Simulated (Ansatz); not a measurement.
# SnO: a line through a two-coordinate scan

How does the energy of SnO (P4/nmm, No. 129; 4 atoms in the cell) vary with c/a of the conventional cell, at volume per atom = 17.88 Å³?

Method: DFT PBEsol, scalar-relativistic, plane waves, PAW, in Ansatz 0.2.0.

## (1) The system as given

It takes space group P4/nmm (No. 129, tetragonal). Conventional cell: a = 3.805 Å, b = 3.805 Å, c = 4.750 Å, α = 90.00°, β = 90.00°, γ = 90.00°. Around Sn (site symmetry 4mm) lie 4 O at 2.22 Å. O (site symmetry -4m2) is surrounded by 4 Sn at 2.22 Å.

As a file:

```xyz
4
Lattice="3.8046 0.0000 0.0000 0.0000 3.8046 0.0000 0.0000 0.0000 4.7499" Properties=species:S:1:pos:R:3 pbc="T T T"
Sn    0.0000    1.9023    1.1520
Sn    1.9023    0.0000    3.5979
O     0.0000    0.0000    0.0000
O     1.9023    1.9023    0.0000
```

It is the result of an earlier relaxation at this level (volume 17.19 Å³/atom; gap on the mesh: none (metal)).

## (2) Plan of the line

The energy is mapped over volume and the cell's shape.

First coordinate, volume per atom: 7 values from 15.13 to 19.25 Å³. Second coordinate, c/a of the conventional cell: 7 values from 1.041 to 1.498.

Nothing else is relaxed (fractional coordinates fixed). Energies count from the relaxed crystal. Points are written as (first, second).

## (3) Grid point (17.88 Å³, 1.041)

Input file input.yaml:

```yaml
crystal:
  lattice:
    - [4.0957640298, 0.0, 0.0]
    - [0.0, 4.0957640298, 0.0]
    - [0.0, 0.0, 4.2624616259]
  atoms:
    - { symbol: Sn, position: [0.0, 0.5, 0.2425296443] }
    - { symbol: Sn, position: [0.5, 0.0, 0.7574703557] }
    - { symbol: O, position: [0.0, 0.0, 0.0] }
    - { symbol: O, position: [0.5, 0.5, 0.0] }
basis:
  ecutwfc: 520.0
kpoints:
  mp_grid: { grid: [12, 12, 10] }
hamiltonian:
  xc: pbesol
scf:
  occupations: { method: gaussian, width: 0.15 }
output:
  forces: true
  stress: true
  eigenvalues: true
```

Run with:

```bash
ansatz run input.yaml --threads 1 --pin off --max-ram 2048MiB --backend cpu --events-out ev --progress --plain --runs-dir out
```

The session goes on with these runs: the other points of the line.

What does the calculation give? Wanted: for each run, c/a of the conventional cell; energy; slope; pressure; largest force on an atom.

The runs gave:

```
c/a of the conventional cell  step  energy (meV/atom)  slope (meV/atom per unit)  pressure (GPa)  band gap on the k-mesh (eV)  largest force on an atom (eV/Å)
                       1.041     3                 93                       −752           −5.89                         0.77                             0.06
                       1.106     4                 51                       −551           −5.08                         0.55                             0.11
                       1.175     –                 21                       −311           −4.28                         0.33                             0.26
                       1.248     5                  8                        −46           −3.51                         0.00                             0.50
                       1.327     6                 15                        234           −2.82                         0.00                             0.85
                       1.409     7                 47                        527           −2.20                         0.00                             1.33
                       1.498     8                107                        827           −1.64                         0.00                             1.93
```

Energies count from the relaxed crystal. Rows without a step come from runs not printed here or follow by symmetry. Slopes come from the forces (and the stress, where the cell changes), not from differences of energies.

**Reading.** The lowest point of the line is at 1.248, 8 meV/atom from the zero. Energies and slopes round the minimum, fitted together, put the minimum at 1.2614, with a curvature of about 3600 meV/atom per (unit)². The highest point computed, at 1.498, lies 99 meV/atom above the lowest. The gap on the mesh reads zero on part of the line; semilocal functionals close small gaps early. This is one cut through a surface in two coordinates; the map's lowest point lies off it. The gap on the mesh closes on part of the grid.

Counted by bands, a gap of 0.04 eV stays open on the mesh in one run that reads as metallic: the smearing reaches across it.
